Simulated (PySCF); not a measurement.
# [OsO3Cl]−: other spin states and a change of charge

How does [OsO3Cl]− respond at fixed geometry? The runs cover other spin states and a change of charge. The species was built from a template and needn't be a known compound.

The runs use PySCF 2.14.0; B3LYP, Os def2-SVP with ECP60, O def2-SVP, Cl def2-SVP; scalar-relativistic core potentials, no spin–orbit coupling.

2 further runs of the same task are left out: 2 for a known fault of the program.

## 1. Where the work starts

5 atoms, charge -1, spin multiplicity 3.

Bond lengths: Os1–O2 1.769 Å, Os1–O3 1.769 Å, Os1–O4 1.738 Å, Os1–Cl5 2.402 Å. Angles: O2–Os1–O3 113.8°, O2–Os1–O4 115.5°, O2–Os1–Cl5 93.3°, O3–Os1–O4 115.6°, O3–Os1–Cl5 93.1°, O4–Os1–Cl5 122.1°.

Geometry (Å):

```xyz
5

Os    0.15432   -0.19701    0.05440
O     0.96464    1.07186    0.98319
O    -1.16953   -0.98301    0.92553
O     1.20413   -1.26036   -0.83254
Cl   -1.31438    1.35400   -1.04523
```

Formal oxidation states: Os +6. An earlier session relaxed this geometry at B3LYP, Os def2-SVP with ECP60, O def2-SVP, Cl def2-SVP (triplet, point group Cs).

Its energy there is -776.385449 Eh.

## 2. Multiplicity 1 at the relaxed geometry

run.py (the lines that set the calculation) reads:

```python
mol = gto.M(atom='''
Os     0.15432    -0.19701     0.05440
O      0.96464     1.07186     0.98319
O     -1.16953    -0.98301     0.92553
O      1.20413    -1.26036    -0.83254
Cl    -1.31438     1.35400    -1.04523''',
    basis={'Os': 'def2-SVP', 'O': 'def2-SVP', 'Cl': 'def2-SVP'},
    ecp={'Os': 'def2-SVP'},
    charge=-1, spin=0)
mf = dft.RKS(mol, xc='B3LYP')
mf.grids.atom_grid = (50, 194)
mf = mf.density_fit()  # fitting sets: Os def2-universal-JKFIT, O def2-universal-JKFIT, Cl def2-universal-JKFIT
mf.conv_tol = 1e-08; mf.max_cycle = 55
mf.kernel(dm0)  # dm0: free metal ions and neutral atoms
```

Started as:

```sh
$ OMP_NUM_THREADS=2 python run.py
```

The log of the run:

```text
init E= -803.651952859591
  HOMO = 0.156789233774126  LUMO = 0.162926197515037  gap/eV = 0.16700
cycle= 1 E= -769.8293172369  delta_E= 33.8  |g|= 4.07  |ddm|= 5.48
  HOMO = 0.286399389609901  LUMO = 0.290120756470708  gap/eV = 0.10126
cycle= 2 E= -671.914931580991  delta_E= 97.9  |g|= 10.7  |ddm|= 37.5
  HOMO = 0.152397637588879  LUMO = 0.196829478699613  gap/eV = 1.20905
cycle= 3 E= -771.924796485232  delta_E= -100  |g|= 3.98  |ddm|= 35.5
  HOMO = -0.0172866703610703  LUMO = 0.0197948033467304  gap/eV = 1.00904
cycle= 4 E= -771.591351274879  delta_E= 0.333  |g|= 4.47  |ddm|= 8.73
  HOMO = -0.00613280124142257  LUMO = 0.00956497372255077  gap/eV = 0.42716
cycle= 5 E= -776.300369009629  delta_E= -4.71  |g|= 0.488  |ddm|= 4.54
  HOMO = -0.0103422836155664  LUMO = 0.0311901050877841  gap/eV = 1.13015
cycle= 6 E= -776.091672570431  delta_E= 0.209  |g|= 1.15  |ddm|= 1.08
  HOMO = -0.00712498393303837  LUMO = 0.0484552161173059  gap/eV = 1.51241
cycle= 7 E= -776.353766425336  delta_E= -0.262  |g|= 0.181  |ddm|= 0.916
  HOMO = -0.00924427043316471  LUMO = 0.049730476093536  gap/eV = 1.60478
cycle= 8 E= -776.359984895213  delta_E= -0.00622  |g|= 0.0669  |ddm|= 0.201
  HOMO = -0.0106337373194362  LUMO = 0.0480078575148856  gap/eV = 1.59572
cycle= 9 E= -776.35972556095  delta_E= 0.000259  |g|= 0.0768  |ddm|= 0.107
  HOMO = -0.0104920561711646  LUMO = 0.0480778985629574  gap/eV = 1.59377
cycle= 10 E= -776.360851016921  delta_E= -0.00113  |g|= 0.0234  |ddm|= 0.0805
  HOMO = -0.00944755364910745  LUMO = 0.0493281605014497  gap/eV = 1.59937
cycle= 11 E= -776.360962787404  delta_E= -0.000112  |g|= 0.00451  |ddm|= 0.0212
  HOMO = -0.00987737478005198  LUMO = 0.0489081434032227  gap/eV = 1.59964
cycle= 12 E= -776.360966304372  delta_E= -3.52e-06  |g|= 0.00185  |ddm|= 0.00459
  HOMO = -0.00969682406525255  LUMO = 0.0491304342076465  gap/eV = 1.60077
cycle= 13 E= -776.360967113942  delta_E= -8.1e-07  |g|= 0.00035  |ddm|= 0.00222
  HOMO = -0.00969846365872081  LUMO = 0.0491177156744791  gap/eV = 1.60047
cycle= 14 E= -776.360967147969  delta_E= -3.4e-08  |g|= 0.000125  |ddm|= 0.000541
  HOMO = -0.00970324365863115  LUMO = 0.0491110386615891  gap/eV = 1.60042
cycle= 15 E= -776.360967154836  delta_E= -6.87e-09  |g|= 8.92e-05  |ddm|= 0.000383
  HOMO = -0.00970337201494059  LUMO = 0.0491117632390737  gap/eV = 1.60044
Extra cycle  E= -776.360967128756  delta_E= 2.61e-08  |g|= 0.000372  |ddm|= 0.000336
converged SCF energy = -776.360967128756
```

Run time: 1.5 s. Hardware: 2 threads of Arm Neoverse V1, shared host.

Read off: E = -776.360967 Eh (+0.666 eV from the relaxed state), HOMO -0.26 eV, LUMO 1.34 eV, Mulliken charge on Os1 +0.78 e. The gap is small, and the closed shell wasn't tested for a lower spin-broken solution.

## 3. Multiplicity 5 at the relaxed geometry

Changes to run.py (the lines that set the calculation) since step 2:

```diff
@@ -8,4 +8,4 @@
     ecp={'Os': 'def2-SVP'},
-    charge=-1, spin=0)
-mf = dft.RKS(mol, xc='B3LYP')
+    charge=-1, spin=4)
+mf = dft.UKS(mol, xc='B3LYP')
 mf.grids.atom_grid = (50, 194)
```

Started as:

```sh
$ OMP_NUM_THREADS=2 python run.py
```

The log of the run:

```text
init E= -803.809272939871
cycle= 1 E= -769.649320467317  delta_E= 34.2  |g|= 2.76  |ddm|= 5.08
cycle= 2 E= -675.43768018519  delta_E= 94.2  |g|= 7.49  |ddm|= 15.7
cycle= 3 E= -773.484294454538  delta_E=  -98  |g|= 2.37  |ddm|= 14.5
cycle= 4 E= -770.803381276173  delta_E= 2.68  |g|= 3.26  |ddm|= 4.09
cycle= 5 E= -775.347593099227  delta_E= -4.54  |g|= 1.38  |ddm|= 3.19
cycle= 6 E= -775.700201689633  delta_E= -0.353  |g|= 1.11  |ddm|= 1.75
cycle= 7 E= -776.215188313548  delta_E= -0.515  |g|= 0.335  |ddm|=  1.1
cycle= 8 E= -776.073259950812  delta_E= 0.142  |g|= 0.662  |ddm|= 0.771
cycle= 9 E= -776.263952982539  delta_E= -0.191  |g|= 0.0476  |ddm|= 0.554
cycle= 10 E= -776.264904871864  delta_E= -0.000952  |g|= 0.0237  |ddm|= 0.0709
cycle= 11 E= -776.265265362578  delta_E= -0.00036  |g|= 0.00732  |ddm|= 0.0331
cycle= 12 E= -776.265331405981  delta_E= -6.6e-05  |g|= 0.00694  |ddm|= 0.0208
cycle= 13 E= -776.265362922559  delta_E= -3.15e-05  |g|= 0.00575  |ddm|= 0.0104
cycle= 14 E= -776.265405283147  delta_E= -4.24e-05  |g|= 0.00483  |ddm|= 0.0156
cycle= 15 E= -776.265449882399  delta_E= -4.46e-05  |g|= 0.00414  |ddm|= 0.0189
cycle= 16 E= -776.265550638736  delta_E= -0.000101  |g|= 0.00253  |ddm|= 0.0469
cycle= 17 E= -776.26563190121  delta_E= -8.13e-05  |g|= 0.00243  |ddm|= 0.0438
cycle= 18 E= -776.265707989556  delta_E= -7.61e-05  |g|= 0.00232  |ddm|= 0.0448
cycle= 19 E= -776.265696617617  delta_E= 1.14e-05  |g|= 0.00328  |ddm|= 0.0073
cycle= 20 E= -776.265783459526  delta_E= -8.68e-05  |g|= 0.0026  |ddm|= 0.0556
cycle= 21 E= -776.265780819598  delta_E= 2.64e-06  |g|= 0.00772  |ddm|= 0.0255
cycle= 22 E= -776.265582924619  delta_E= 0.000198  |g|= 0.00737  |ddm|= 0.121
cycle= 23 E= -776.265819311895  delta_E= -0.000236  |g|= 0.0051  |ddm|= 0.135
cycle= 24 E= -776.265829758772  delta_E= -1.04e-05  |g|= 0.00579  |ddm|= 0.0109
cycle= 25 E= -776.265844480718  delta_E= -1.47e-05  |g|= 0.00517  |ddm|= 0.017
cycle= 26 E= -776.2658990938  delta_E= -5.46e-05  |g|= 0.0028  |ddm|= 0.0565
cycle= 27 E= -776.265868977854  delta_E= 3.01e-05  |g|= 0.00367  |ddm|= 0.0269
cycle= 28 E= -776.265886909382  delta_E= -1.79e-05  |g|= 0.00321  |ddm|= 0.0645
cycle= 29 E= -776.265884099099  delta_E= 2.81e-06  |g|= 0.00327  |ddm|= 0.00454
cycle= 30 E= -776.265892173458  delta_E= -8.07e-06  |g|= 0.00241  |ddm|= 0.0167
cycle= 31 E= -776.265894891267  delta_E= -2.72e-06  |g|= 0.0018  |ddm|= 0.0502
cycle= 32 E= -776.265896717763  delta_E= -1.83e-06  |g|= 0.000592  |ddm|= 0.00475
cycle= 33 E= -776.265897926944  delta_E= -1.21e-06  |g|= 0.000414  |ddm|= 0.0072
cycle= 34 E= -776.265900233986  delta_E= -2.31e-06  |g|= 0.000502  |ddm|= 0.0246
cycle= 35 E= -776.265900842553  delta_E= -6.09e-07  |g|= 0.000245  |ddm|= 0.00509
cycle= 36 E= -776.265901206019  delta_E= -3.63e-07  |g|= 0.000691  |ddm|= 0.00799
cycle= 37 E= -776.26590144804  delta_E= -2.42e-07  |g|= 0.000428  |ddm|= 0.00346
cycle= 38 E= -776.265901542973  delta_E= -9.49e-08  |g|= 0.000142  |ddm|= 0.00482
cycle= 39 E= -776.265901526857  delta_E= 1.61e-08  |g|= 9.93e-05  |ddm|= 0.00163
cycle= 40 E= -776.26590153151  delta_E= -4.65e-09  |g|= 3.69e-05  |ddm|= 0.00125
Extra cycle  E= -776.265901522195  delta_E= 9.32e-09  |g|= 0.000151  |ddm|= 0.000149
converged SCF energy = -776.265901522195  <S^2> = 6.0218121  2S+1 = 5.0087173
```

It took 7.1 s on 2 threads of Arm Neoverse V1, shared host.

Read off: E = -776.265902 Eh (+3.253 eV from the relaxed state), HOMO 0.22 eV, LUMO -1.27 eV (over both spins), ⟨S²⟩ = 6.022, Mulliken charge on Os1 +0.68 e. The highest filled level lies above zero; it isn't the detachment energy. An empty level of one spin lies below a filled level of the other.

## 4. One electron removed, multiplicity 2

Changes to run.py (the lines that set the calculation) since step 3:

```diff
@@ -8,3 +8,3 @@
     ecp={'Os': 'def2-SVP'},
-    charge=-1, spin=4)
+    charge=0, spin=1)
 mf = dft.UKS(mol, xc='B3LYP')
@@ -13,2 +13,2 @@
 mf.conv_tol = 1e-08; mf.max_cycle = 55
-mf.kernel(dm0)  # dm0: free metal ions and neutral atoms
+mf.kernel(dm0)  # dm0: the density of the relaxed state
```

Started as:

```sh
$ OMP_NUM_THREADS=2 python run.py
```

The log of the run:

```text
init E= -776.385448969791
  HOMO = -0.0372740591938  LUMO = 0.0749726084944  gap/eV = 3.05439
cycle= 1 E= -776.20976744093  delta_E= 0.176  |g|= 0.309  |ddm|= 0.992
  HOMO = -0.335903807664  LUMO = -0.288924404061  gap/eV = 1.27837
cycle= 2 E= -775.746754829205  delta_E= 0.463  |g|= 1.05  |ddm|=  1.2
  HOMO = -0.307944504519  LUMO = -0.21270840556  gap/eV = 2.59151
cycle= 3 E= -776.246862929856  delta_E= -0.5  |g|= 0.194  |ddm|= 0.965
  HOMO = -0.286884002987  LUMO = -0.197327085886  gap/eV = 2.43697
cycle= 4 E= -776.246399477149  delta_E= 0.000463  |g|= 0.196  |ddm|= 0.248
  HOMO = -0.28628086074  LUMO = -0.19499933079  gap/eV = 2.48390
cycle= 5 E= -776.262047341173  delta_E= -0.0156  |g|= 0.0391  |ddm|= 0.152
  HOMO = -0.285256356209  LUMO = -0.19547923231  gap/eV = 2.44296
cycle= 6 E= -776.262057488418  delta_E= -1.01e-05  |g|= 0.0374  |ddm|= 0.0526
  HOMO = -0.285205129733  LUMO = -0.194491536332  gap/eV = 2.46844
cycle= 7 E= -776.262755459798  delta_E= -0.000698  |g|= 0.00281  |ddm|= 0.0356
  HOMO = -0.285188348254  LUMO = -0.194759256671  gap/eV = 2.46070
cycle= 8 E= -776.262787473797  delta_E= -3.2e-05  |g|= 0.00202  |ddm|= 0.0155
  HOMO = -0.285275119404  LUMO = -0.195023042554  gap/eV = 2.45588
cycle= 9 E= -776.262797858696  delta_E= -1.04e-05  |g|= 0.00169  |ddm|= 0.00883
  HOMO = -0.285314344044  LUMO = -0.19510344845  gap/eV = 2.45476
cycle= 10 E= -776.262799777537  delta_E= -1.92e-06  |g|= 0.00249  |ddm|= 0.00494
  HOMO = -0.28535890225  LUMO = -0.195194881379  gap/eV = 2.45349
cycle= 11 E= -776.262805377166  delta_E= -5.6e-06  |g|= 0.000588  |ddm|= 0.00599
  HOMO = -0.285339668311  LUMO = -0.195151404259  gap/eV = 2.45415
cycle= 12 E= -776.262807297609  delta_E= -1.92e-06  |g|= 0.000277  |ddm|= 0.00558
  HOMO = -0.285345961477  LUMO = -0.195154014822  gap/eV = 2.45425
cycle= 13 E= -776.262807794958  delta_E= -4.97e-07  |g|= 0.000156  |ddm|= 0.00306
  HOMO = -0.285354533569  LUMO = -0.195178160073  gap/eV = 2.45382
cycle= 14 E= -776.262807940926  delta_E= -1.46e-07  |g|= 0.000131  |ddm|= 0.00147
  HOMO = -0.285345190265  LUMO = -0.195178699678  gap/eV = 2.45356
cycle= 15 E= -776.26280806132  delta_E= -1.2e-07  |g|= 0.000114  |ddm|= 0.00139
  HOMO = -0.28534800256  LUMO = -0.195183971569  gap/eV = 2.45349
cycle= 16 E= -776.262808118569  delta_E= -5.72e-08  |g|= 0.000113  |ddm|= 0.00068
  HOMO = -0.285347368516  LUMO = -0.195185282097  gap/eV = 2.45344
cycle= 17 E= -776.262808150597  delta_E= -3.2e-08  |g|= 0.000113  |ddm|= 0.000379
  HOMO = -0.285347428846  LUMO = -0.19518479595  gap/eV = 2.45345
cycle= 18 E= -776.262808159939  delta_E= -9.34e-09  |g|= 0.000115  |ddm|= 0.00012
  HOMO = -0.285347368885  LUMO = -0.195184169504  gap/eV = 2.45347
cycle= 19 E= -776.262808133116  delta_E= 2.68e-08  |g|= 0.000115  |ddm|= 0.000323
  HOMO = -0.285348292201  LUMO = -0.195177308177  gap/eV = 2.45368
cycle= 20 E= -776.262807905245  delta_E= 2.28e-07  |g|= 0.000102  |ddm|= 0.00286
  HOMO = -0.285348793556  LUMO = -0.195164615532  gap/eV = 2.45404
cycle= 21 E= -776.262807343507  delta_E= 5.62e-07  |g|= 0.000122  |ddm|= 0.00889
  HOMO = -0.285347295367  LUMO = -0.195170388749  gap/eV = 2.45384
cycle= 22 E= -776.262807445364  delta_E= -1.02e-07  |g|= 0.000113  |ddm|= 0.00187
  HOMO = -0.285357931804  LUMO = -0.19517631868  gap/eV = 2.45397
cycle= 23 E= -776.262806942332  delta_E= 5.03e-07  |g|= 3.63e-05  |ddm|= 0.0148
  HOMO = -0.2853450243  LUMO = -0.195178054194  gap/eV = 2.45357
cycle= 24 E= -776.262806917453  delta_E= 2.49e-08  |g|= 1.24e-05  |ddm|= 0.00323
  HOMO = -0.285344096009  LUMO = -0.195181455072  gap/eV = 2.45345
cycle= 25 E= -776.2628069152  delta_E= 2.25e-09  |g|= 6.48e-06  |ddm|= 0.00119
  HOMO = -0.285344425589  LUMO = -0.195180940977  gap/eV = 2.45347
Extra cycle  E= -776.262806915301  delta_E= -1.01e-10  |g|= 1.02e-05  |ddm|= 2.57e-05
converged SCF energy = -776.262806915301  <S^2> = 0.78773081  2S+1 = 2.0373815
```

Run time: 4.3 s. Hardware: 2 threads of Arm Neoverse V1, shared host.

Read off: E = -776.262807 Eh (+3.337 eV from the relaxed state), HOMO -7.76 eV, LUMO -5.78 eV (over both spins), ⟨S²⟩ = 0.788, Mulliken charge on Os1 +1.06 e. 

## 5. One electron removed, multiplicity 4

Changes to run.py (the lines that set the calculation) since step 4:

```diff
@@ -8,3 +8,3 @@
     ecp={'Os': 'def2-SVP'},
-    charge=0, spin=1)
+    charge=0, spin=3)
 mf = dft.UKS(mol, xc='B3LYP')
```

Started as:

```sh
$ OMP_NUM_THREADS=2 python run.py
```

The log of the run:

```text
init E= -776.385448969791
cycle= 1 E= -776.162082918878  delta_E= 0.223  |g|= 0.234  |ddm|= 0.737
cycle= 2 E= -775.908871797456  delta_E= 0.253  |g|= 0.815  |ddm|= 0.829
cycle= 3 E= -776.167392822539  delta_E= -0.259  |g|= 0.249  |ddm|= 0.737
cycle= 4 E= -776.189806726692  delta_E= -0.0224  |g|= 0.0737  |ddm|= 0.199
cycle= 5 E= -776.191556433489  delta_E= -0.00175  |g|= 0.0448  |ddm|= 0.0971
cycle= 6 E= -776.192714800451  delta_E= -0.00116  |g|= 0.0165  |ddm|= 0.057
cycle= 7 E= -776.192878704107  delta_E= -0.000164  |g|= 0.00732  |ddm|= 0.0183
cycle= 8 E= -776.193126154163  delta_E= -0.000247  |g|= 0.0137  |ddm|= 0.0515
cycle= 9 E= -776.193365425557  delta_E= -0.000239  |g|= 0.0102  |ddm|= 0.0371
cycle= 10 E= -776.193621209793  delta_E= -0.000256  |g|= 0.00905  |ddm|= 0.0544
  HOMO = -0.27848465351  LUMO = -0.276802290059  gap/eV = 0.04578
cycle= 11 E= -776.19382634975  delta_E= -0.000205  |g|= 0.00633  |ddm|= 0.0553
  HOMO = -0.279017950697  LUMO = -0.275792047413  gap/eV = 0.08778
cycle= 12 E= -776.193984854138  delta_E= -0.000159  |g|= 0.00242  |ddm|= 0.0634
  HOMO = -0.279369712425  LUMO = -0.275732239901  gap/eV = 0.09898
cycle= 13 E= -776.194025187443  delta_E= -4.03e-05  |g|= 0.00151  |ddm|= 0.0369
  HOMO = -0.279517773154  LUMO = -0.275595867907  gap/eV = 0.10672
cycle= 14 E= -776.194033012886  delta_E= -7.83e-06  |g|= 0.000808  |ddm|= 0.0169
  HOMO = -0.279547373051  LUMO = -0.27573977491  gap/eV = 0.10361
cycle= 15 E= -776.194034461433  delta_E= -1.45e-06  |g|= 0.000516  |ddm|= 0.00533
  HOMO = -0.27962147213  LUMO = -0.275570771762  gap/eV = 0.11023
cycle= 16 E= -776.194034935251  delta_E= -4.74e-07  |g|= 0.000228  |ddm|= 0.00516
  HOMO = -0.279595818309  LUMO = -0.275611717605  gap/eV = 0.10841
cycle= 17 E= -776.19403504613  delta_E= -1.11e-07  |g|= 0.000245  |ddm|= 0.00136
  HOMO = -0.27960798366  LUMO = -0.27560681545  gap/eV = 0.10888
cycle= 18 E= -776.194035096139  delta_E= -5e-08  |g|= 6.15e-05  |ddm|= 0.000562
  HOMO = -0.279613905233  LUMO = -0.275613939722  gap/eV = 0.10884
cycle= 19 E= -776.19403512905  delta_E= -3.29e-08  |g|= 4.25e-05  |ddm|= 0.000902
  HOMO = -0.279616431747  LUMO = -0.275600024298  gap/eV = 0.10929
cycle= 20 E= -776.194035135155  delta_E= -6.1e-09  |g|= 2.39e-05  |ddm|= 0.000605
  HOMO = -0.279614410438  LUMO = -0.275599904792  gap/eV = 0.10924
Extra cycle  E= -776.194035132485  delta_E= 2.67e-09  |g|= 8.98e-05  |ddm|= 0.000103
converged SCF energy = -776.194035132485  <S^2> = 3.7773302  2S+1 = 4.0136418
```

Run time: 3.5 s. Hardware: 2 threads of Arm Neoverse V1, shared host.

Read off: E = -776.194035 Eh (+5.209 eV from the relaxed state), HOMO -7.61 eV, LUMO -7.50 eV (over both spins), ⟨S²⟩ = 3.777, Mulliken charge on Os1 +0.96 e. 

## 6. Results

| state | energy from the relaxed state (eV) | ⟨S²⟩ | time |
| --- | --- | --- | --- |
| charge -1, triplet, vacuum (relaxed) | 0 | 2.01 |  |
| charge -1, singlet, vacuum | 0.67 | 0.00 | 1.5 s |
| charge -1, quintet, vacuum | 3.25 | 6.02 | 7.1 s |
| charge 0, doublet, vacuum | 3.34 | 0.79 | 4.3 s |
| charge 0, quartet, vacuum | 5.21 | 3.78 | 3.5 s |

An electron taken off or put on is at rest in vacuum. 

Removing an electron vertically costs 3.34 eV (doublet), against −HOMO = 0.88 eV. The singlet lies 0.67 eV above at this geometry. The bases are small and lack diffuse functions. Spin–orbit coupling is left out for this open shell, where it can reorder the states. Open shells may have lower solutions than the one found.
